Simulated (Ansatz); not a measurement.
Relaxation of a periodic cell of 17 atoms, LiTi₈C₈ (host TiC, host structure Fm-3m, interstitial Li), to a largest force component of 0.08 eV/Å in at most 25 steps.

All numbers below come from Ansatz 0.2.0, DFT LDA, scalar-relativistic, plane waves, PAW. Settings: accuracy low, cutoff 420 eV, k mesh 3x3x3, fermi-dirac smearing 0.05 eV, no spin polarisation.

```xyz
17
Lattice="0.0000 4.3500 4.3500 4.3500 0.0000 4.3500 4.3500 4.3500 0.0000" Properties=species:S:1:pos:R:3
Ti 2.175 2.175 2.175
C 0.000 0.000 0.000
Ti 4.350 4.350 2.175
C 2.175 2.175 0.000
Ti 4.350 2.175 4.350
C 2.175 0.000 2.175
Ti 6.525 4.350 4.350
C 4.350 2.175 2.175
Ti 2.175 4.350 4.350
C 0.000 2.175 2.175
Ti 4.350 6.525 4.350
C 2.175 4.350 2.175
Ti 4.350 4.350 6.525
C 2.175 2.175 4.350
Ti 6.525 6.525 6.525
C 4.350 4.350 4.350
Li 1.056 3.305 3.218
```

**Question.** Where does it end, and by what steps?

**Answer.** It converged. The threshold is loose, so the end isn't yet a minimum. The force dipped under the threshold on the way, but the program's further checks kept it going. Limits of this set-up: odd electron count without spin, low accuracy level. After 4 steps the energy has fallen by 1.306 eV; Ti13 moved furthest, 0.14 Å.

```
step  energy less start (eV)  largest force component (eV/Å)  accepted
   0                  0.0000                           3.182       yes
   1                 -1.0660                           1.344       yes
   2                 -1.2648                           0.369       yes
   3                 -1.3063                           0.066       yes
   4                 -1.3063                           0.066       yes
```

```xyz
17
Lattice="0.0000 4.3500 4.3500 4.3500 0.0000 4.3500 4.3500 4.3500 0.0000" Properties=species:S:1:pos:R:3
Ti 2.251 2.100 2.095
C -0.009 0.009 0.004
Ti 4.334 4.367 2.158
C 2.170 2.181 -0.006
Ti 4.333 2.163 4.362
C 2.170 -0.001 2.176
Ti 6.538 4.367 4.362
C 4.352 2.181 2.176
Ti 2.251 4.430 4.425
C -0.009 2.170 2.166
Ti 4.271 6.450 4.425
C 2.180 4.359 2.166
Ti 4.270 4.431 6.444
C 2.180 2.171 4.354
Ti 6.538 6.513 6.508
C 4.352 4.349 4.344
Li 1.085 3.265 3.259
```

Run time: 39 s on 2 threads of Arm Neoverse V1 (shared host), peak memory 0.54 GiB.
